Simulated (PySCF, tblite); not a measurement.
# C₇H₉O radical: geometry, infrared bands and EPR parameters

What infrared bands and EPR parameters should C₇H₉O radical (`C=C[C]1CCCC1=O`) show?

Programs: tblite 0.8.0 and PySCF 2.14.0, with density-fitted response routines of our own. Each step states its level of theory. These are calculated values for one molecule in the gas phase, unless marked as measured. Atoms count from 0, in the outputs and in this text.

### Step 1. Starting geometry

17 atoms, charge 0, multiplicity 2; geometry from: force field or distance geometry start.

Bonds of the start (Å): C0–C1 1.35, C1–C2 1.42, C2–C3 1.48, C3–C4 1.53, C4–C5 1.53, C5–C6 1.51, C6–O7 1.22, C6–C2 1.50, C0–H8 1.09, C0–H9 1.07, C1–H10 1.08, C3–H11 1.10, C3–H12 1.10, C4–H13 1.10, C4–H14 1.09, C5–H15 1.08, C5–H16 1.10.

### Step 2. Optimising the geometry with GFN2-xTB

The job: settings as JSON, then the geometry in Å.

```
{"job": {"kind": "relax", "xc": "GFN2-xTB", "basis": "xTB"}, "charge": 0, "multiplicity": 2}
C      2.583900    -1.080000    -0.588500
C      1.721300    -0.088900    -0.916000
C      0.445700     0.103600    -0.311300
C     -0.210100    -0.691300     0.753100
C     -1.675700    -0.270000     0.704500
C     -1.689000     1.188900     0.239200
C     -0.454200     1.257900    -0.620000
O     -0.187300     2.145200    -1.409400
H      2.357700    -1.828500     0.166600
H      3.532100    -1.152800    -1.084100
H      2.013100     0.625600    -1.672900
H      0.223500    -0.450800     1.736200
H     -0.123000    -1.775400     0.609400
H     -2.201300    -0.885600    -0.043000
H     -2.186700    -0.390800     1.659200
H     -2.585500     1.424300    -0.321100
H     -1.571500     1.880800     1.088000
```

Run with:

```bash
OMP_NUM_THREADS=1 python probes_run.py task.json out
```

One launch serves the whole session: the jobs run in the order shown.

**Question.** This job is followed by: GFN2-xTB harmonic vibrations, gas phase; UKS B3LYP, pcH-1 on C H O, non-relativistic, mean-field spin-orbit, GIAO. Predict these results of the whole session: strongest single infrared mode (GFN2-xTB); zero-point energy (GFN2-xTB); g(iso) (B3LYP); ⟨S²⟩; largest a(iso) (averaged by class); potential on the surface of density 0.002 e/bohr³, 1st and 99th percentile.

As calculated:

```
                                                                  quantity                     value
                                 strongest single infrared mode (GFN2-xTB)     1687 cm⁻¹, 325 km/mol
                                              zero-point energy (GFN2-xTB)             86.9 kcal/mol
                                                            g(iso) (B3LYP)                   2.00396
                                                                      ⟨S²⟩        0.776 (exact 0.75)
                                        largest a(iso) (averaged by class)  1H on H11, H12, 63.6 MHz
potential on the surface of density 0.002 e/bohr³, 1st and 99th percentile        -1.85 V and 1.01 V
```

What this shows: The optimisation took 42 steps and gained 0.103 eV; among the close pairs (by a distance rule), C2–C6 changed most, from 1.496 to 1.450 Å. All 45 modes are real, so the xTB geometry is a minimum. The strongest single mode, at 1687 cm⁻¹, moves mainly C6 and O7. Unscaled tight-binding wavenumbers are off by several per cent, some by more. Its intensities can rank the bands wrongly. The largest spin populations lie on C2 (0.59 e), C0 (0.52 e). The isotropic g lies 1.6 ppt above the free-electron value. These values are for one conformer; the search (at its own cheap level) found 2 more, at 0.00, 0.37 kcal/mol (those within 0.05 may be mirror or relabelled copies), and measured spectra average over such forms.
